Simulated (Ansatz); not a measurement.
This script makes an equation of state with a fit of LaBi3, space group Pm-3m with Ansatz 0.2.0, Python API.

Script `eos_labi3.py`:
```python
# -*- coding: utf-8 -*-
"""Energy against volume for LaBi3, with a fit."""

import warnings

import ansatz as az
import numpy as np
from pymatgen.analysis.eos import EOS

vectors0 = np.array([
    [5.011757, 0.0, 0.0],
    [0.0, 5.011757, 0.0],
    [0.0, 0.0, 5.011757],
])
sites = [
    ("La", (0.0, 0.0, 0.0)),
    ("Bi", (0.5, 0.0, 0.5)),
    ("Bi", (0.0, 0.5, 0.5)),
    ("Bi", (0.5, 0.5, 0.0)),
]


def crystal_on(cell):
    crystal = az.Crystal(lattice=az.Lattice.of(cell))
    for symbol, position in sites:
        crystal = crystal.atom(symbol, position)
    return crystal

warnings.simplefilter("ignore", az.DeckWarning)

# scale the volume, keep shape and fractions
volumes, energies = [], []
for scale in np.linspace(0.9, 1.1, 9):
    cell = vectors0 * scale ** (1 / 3)
    model = (
        crystal_on(cell).calculation()
        .pseudopotentials("paw")
        .occupations(az.OccupationsMethod.FERMI_DIRAC, width=0.15)
        .scf(tolerance=1e-10)
        .functional("pbesol")
        .basis(500)
        .kpoints(5, 5, 5)
    )
    rep = model.run().report
    volumes.append(abs(np.linalg.det(cell)) / len(sites))
    energies.append(rep["free_energy_ev"] / len(sites))
    print(f"V = {volumes[-1]:8.4f} A^3/atom  F = {energies[-1]:.5f} eV/atom")

for form in ["vinet", "pourier_tarantola"]:
    fit = EOS(eos_name=form).fit(volumes, energies)
    print(f"{form:18s} V0 {fit.v0:8.4f} A^3/atom  B0 {fit.b0_GPa:7.1f} GPa  B1 {fit.b1:5.2f}")
```

Its results, one of them left out:

| V (Å³/atom) | F less the lowest row shown (meV/atom) |
| --- | --- |
| 28.324 | 21.66 |
| 29.111 | 6.28 |
| 29.897 | 0.00 |
| 30.684 | 1.62 |
| 31.471 | ? |
| 32.258 | 24.57 |
| 33.045 | 44.19 |
| 33.831 | 68.31 |
| 34.618 | 96.31 |

What is the missing energy at 31.471 Å³ an atom?

A third-order Birch-Murnaghan fit, E = E0 + (9 V0 B0 / 16) [(t - 1)³ B' + (t - 1)² (6 - 4t)] with t = (V0/V)^(2/3), through the 8 rows shown gives V0 = 30.114 Å³, B0 = 59.2 GPa, B' = 4.43 and E0 = -0.30 meV. At V = 31.471 Å³, t = 0.97105, and the fit interpolates to 10.12 meV. The run gave 10.11 meV, a miss of 0.01 meV.

Notes:
- The mesh is modest for a metal, so energies can be off by several to tens of meV an atom and pressures by half a GPa or more; differences at equal mesh fare better.
- Spin-orbit coupling, which matters for elements this heavy, is left out.
- The structure comes from a database of computed cells and needn't be a stable or known phase.
- The whole script took 28 s on 1 thread of Arm Neoverse V2 (shared host), peak memory 0.56 GiB.
